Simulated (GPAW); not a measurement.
Crystal: HfMoC2.

```
Hf Mo C
1.0
     3.19142    0.00000    0.00000
     0.00000    3.19142    0.00000
     0.00000    0.00000    4.48516
Hf Mo C
1 1 2
Direct
  0.00000 0.00000 0.00000
  0.50000 0.50000 0.50000
  0.50000 0.50000 0.00000
  0.00000 0.00000 0.50000
```

The cell comes from a database or a generator and needn't be the stable form of this composition.

Program: GPAW 26.7.0. Alike in all runs: no spin polarisation; cell as given; k mesh 7 × 7 × 5; smearing fermi-dirac 0.05 eV.

Q: Order these runs on this cell by their pressure, lowest first.
A. level PBEsol; potentials or basis PAW data sets generated in the run's folder for this functional, pw; cutoff (eV) 800; maxiter 150; band path GXMGZRAZ,XR,MA; band points 60
B. level r2SCAN; potentials or basis GPAW PAW data sets (gpaw-data 1.2.1), pw; cutoff (eV) 800; maxiter 150; band path GXMGZRAZ,XR,MA; band points 60
C. level LDA; potentials or basis the program's PAW data sets (release 1.2.1) made for this functional, pw; cutoff (eV) 600; maxiter 120; convergence default

A: C (-14.1 GPa), A (-8.0 GPa), B (-1.8 GPa).

Caveats: the cutoff is short for stress and forces, so pressures can be off by a GPa or more (some runs); the PAW data sets were made with another functional, which shifts forces and pressure a little (some runs).

Not every run made on this cell is shown here.
